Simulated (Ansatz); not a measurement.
# NaI: further runs on the relaxed cell

An exercise on one series of results from a longer session: the logs are not shown, and one member is left open.

Computed with Ansatz 0.2.0 (DFT r2SCAN, scalar-relativistic, plane waves, PAW, unless a step's input says otherwise).

1 further run of the same task is left out (set aside as unsound or not needed).

### The structure to begin with

Symmetry: Fm-3m, No. 225, cubic system. The conventional cell has a = 6.467 Å, b = 6.467 Å, c = 6.467 Å, α = 90.00°, β = 90.00°, γ = 90.00°. Around Na (site symmetry m-3m) lie 6 I at 3.23 Å. I (site symmetry m-3m) has 6 Na at 3.23 Å as nearest neighbours.

Coordinates:

```
Na I
1.0
     0.00000    3.23339    3.23339
     3.23339    0.00000    3.23339
     3.23339    3.23339    0.00000
Na I
1 1
Cartesian
  0.0000 0.0000 0.0000
  3.2334 3.2334 3.2334
```

It is the result of an earlier relaxation at this level (volume 33.80 Å³/atom; gap on the mesh: 4.44 eV).

The first run:

input.yaml reads:

```yaml
crystal:
  lattice:
    - [0.0, 3.2333908011, 3.2333908011]
    - [3.2333908011, 0.0, 3.2333908011]
    - [3.2333908011, 3.2333908011, 0.0]
  atoms:
    - { symbol: Na, position: [0.0, 0.0, 0.0] }
    - { symbol: I, position: [0.5, 0.5, 0.5] }
basis:
  ecutwfc: 500
kpoints:
  mp_grid: { grid: [6, 6, 6] }
  band_path:
    path:
      - [[0.0, 0.0, 0.0], [0.5, 0.0, 0.5], [0.625, 0.25, 0.625]]
      - [[0.375, 0.375, 0.75], [0.0, 0.0, 0.0], [0.5, 0.5, 0.5], [0.5, 0.25, 0.75], [0.5, 0.0, 0.5]]
    npoints: 14
hamiltonian:
  xc: r2scan
scf:
  occupations: { method: gaussian, width: 0.02 }
  n_extra_bands: 6
output:
  forces: true
  stress: true
  eigenvalues: true
  populations: true
  dos: { projected: true, de: 0.02, nscf_kmesh: { grid: [9, 9, 9] } }
  bader: true
  write_density: true
  write_potential: true
  elf: true
  volumetric_format: npy
```

The run is started by

```sh
> ansatz run input.yaml --threads 1 --pin off --max-ram 2560MiB --backend cpu --events-out ev --progress --plain --runs-dir out
```

Among the steps run: Bands, states and charges; Seeking the band edges over the whole zone; Levels beside the edges; The cell as listed, for comparison; Optical spectrum; Point at V/V0 = 0.97; The cell scaled to 1.03 of its volume; Volume × 0.94; Volume × 1.06; Point at V/V0 = 0.91; The cell scaled to 1.10 of its volume; The cell scaled to 0.88 of its volume.

One of the session's tables, all rows but one given; the rest of the session is left out.

It belongs to the step «Equation of state». 

```
volume (Å³/atom)  energy above the lowest point (meV/atom)  pressure (GPa)  gap on the mesh (eV)
          29.748                                      31.7            2.89                  4.88
          30.762                                         ?               ?                     ?
          31.776                                       6.7            1.17                  4.64
          32.790                                       1.4            0.51                  4.53
          33.805                                       0.0           -0.05                  4.44
          34.819                                       1.8           -0.51                  4.35
          35.833                                       6.3           -0.90                  4.27
          37.185                                      15.8           -1.33                  4.17
```

Q: Estimate the row for volume (Å³/atom) = 30.762 from the others.

Worked estimate for «energy above the lowest point (meV/atom)». A straight line through the neighbours (29.748, 31.7) and (31.776, 6.7) gives 31.7 + (6.7 − 31.7) × (30.762 − 29.748) / (31.776 − 29.748) = 19.2; a parabola fitted to 3 rows on both sides gives 16.8.

As computed: energy above the lowest point (meV/atom): 16.5; pressure (GPa): 1.96; gap on the mesh (eV): 4.75. In «energy above the lowest point (meV/atom)» the line misses by +2.7 and the parabola by +0.3.
